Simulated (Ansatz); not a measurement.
Input of an Ansatz 0.2.0 run:

input.yaml

```yaml
crystal:
  lattice:
    - [-2.022982, 2.022982, 3.673617]
    - [2.022982, -2.022982, 3.673617]
    - [2.022982, 2.022982, -3.673617]
  atoms:
    - { symbol: Cu, position: [0.0, 0.0, 0.0] }
    - { symbol: Cu, position: [0.75, 0.25, 0.5] }
    - { symbol: Cu, position: [0.25, 0.75, 0.5] }
    - { symbol: O, position: [0.5, 0.0, 0.5] }
    - { symbol: O, position: [0.0, 0.5, 0.5] }
hamiltonian:
  xc: lda
  pseudopotentials: { kind: paw }
kpoints:
  mp_grid: { grid: [9, 9, 9] }
scf:
  occupations: { method: fermi_dirac, width: 0.05 }
  n_extra_bands: 12
output:
  forces: true
  stress: true
  eigenvalues: true
  dos: { projected: true, de: 0.05, nscf_kmesh: { grid: [14, 14, 14] } }
```

Potentials or basis: Ansatz PAW.

The run is started by

```sh
$ ansatz run input.yaml --threads 2 --pin off --max-ram 5632MiB --backend cpu --events-out ev --progress --plain --runs-dir out
```

(1) What does it give for the band gap on the k mesh?

(2) What does it give for the density of states at the Fermi level?

(3) Estimate the pressure.

## Answers

(1) none (metal or under the smearing width).

(2) 2.09 states/eV per cell.

(3) -11.8 GPa.

Caveat: the pressure holds a Pulay correction of +0.6 GPa for the finite cutoff; an odd number of electrons without spin polarisation forces a metal; a magnetic or distorted state may lie lower; the run has no spin polarisation, though such a crystal can be magnetic; semilocal functionals often make such compounds metallic where correlation or magnetic order opens a gap, which also shifts bond lengths; the PAW data sets come from PBE, with cores solved anew for the run's functional, which leaves a small shift of forces and pressure; the density of states is complete only up to the lowest level of the last band computed.
